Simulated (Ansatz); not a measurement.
# ScBSb3: the cost of one run

Method: DFT PBE, scalar-relativistic, plane waves, PAW, unless a step names another level, in Ansatz 0.2.0.

4 further runs of the same task are left out: 3 that didn't finish, 1 set aside as unsound or not needed. Runs told in other sessions of the task aren't counted.

## 1. The starting structure

Symmetry: R-3, No. 148, trigonal system. The conventional cell has a = 7.603 Å, b = 7.603 Å, c = 13.349 Å, α = 90.00°, β = 90.00°, γ = 120.00°. Sc (site symmetry 3) is surrounded by 1 B at 2.43 Å. B (site symmetry 3) has 1 B at 1.65 Å and 3 Sb at 2.42 Å and 1 Sc at 2.43 Å in its first shell of neighbours. Around Sb (site symmetry 1) lie 1 B at 2.42 Å.

As a file:

```cif
data_structure
_symmetry_space_group_name_H-M 'P 1'
_symmetry_Int_Tables_number 1
_cell_length_a 6.2505
_cell_length_b 6.2505
_cell_length_c 6.2505
_cell_angle_alpha 74.917
_cell_angle_beta 74.917
_cell_angle_gamma 74.917
_cell_volume 222.76
loop_
_atom_site_label
_atom_site_type_symbol
_atom_site_fract_x
_atom_site_fract_y
_atom_site_fract_z
_atom_site_occupancy
Sc1 Sc 0.24401 0.24401 0.24401 1
Sc2 Sc 0.75599 0.75599 0.75599 1
B1 B 0.93827 0.93827 0.93827 1
B2 B 0.06173 0.06173 0.06173 1
Sb1 Sb 0.73818 0.16222 0.35534 1
Sb2 Sb 0.64466 0.26182 0.83778 1
Sb3 Sb 0.26182 0.83778 0.64466 1
Sb4 Sb 0.35534 0.73818 0.16222 1
Sb5 Sb 0.16222 0.35534 0.73818 1
Sb6 Sb 0.83778 0.64466 0.26182 1
```

It came out lowest among 26 distinct ends of the trial cells. At a tolerance of 0.05 Å it has space group R-3 (No. 148).

## 2. Tight relaxation for the response runs, on the response runs' mesh and smearing

input.yaml reads:

```yaml
crystal:
  lattice:
    - [3.8014965563, 2.1947950601, 4.449759703]
    - [-3.8014965563, 2.1947950601, 4.449759703]
    - [0.0, -4.3895901202, 4.449759703]
  atoms:
    - { symbol: Sc, position: [0.2440148407, 0.2440148407, 0.2440148407] }
    - { symbol: Sc, position: [0.7559851593, 0.7559851593, 0.7559851593] }
    - { symbol: B, position: [0.9382698967, 0.9382698967, 0.9382698967] }
    - { symbol: B, position: [0.0617301033, 0.0617301033, 0.0617301033] }
    - { symbol: Sb, position: [0.7381774085, 0.1622183385, 0.355342991] }
    - { symbol: Sb, position: [0.644657009, 0.2618225915, 0.8377816615] }
    - { symbol: Sb, position: [0.2618225915, 0.8377816615, 0.644657009] }
    - { symbol: Sb, position: [0.355342991, 0.7381774085, 0.1622183385] }
    - { symbol: Sb, position: [0.1622183385, 0.355342991, 0.7381774085] }
    - { symbol: Sb, position: [0.8377816615, 0.644657009, 0.2618225915] }
basis:
  ecutwfc: 420
kpoints:
  mp_grid: { grid: [6, 6, 6] }
hamiltonian:
  xc: pbe
scf:
  occupations: { method: gaussian, width: 0.1 }
output:
  forces: true
  stress: true
  eigenvalues: true
  write_density: true
  write_potential: true
  elf: true
  volumetric_format: npy
relax:
  adjacent_minimum: "off"
  f_tol: 0.001
  max_steps: 60
  cell: { stress_tol: 0.01 }
```

Command:

```console
> ansatz run input.yaml --threads 3 --pin off --max-ram 7680MiB --backend cpu --events-out ev --progress --plain --runs-dir out
```

Q: Estimate wall time and peak memory on 3 threads of Arm Neoverse V2, shared host.

About 91 s, with a peak of 0.93 GiB.
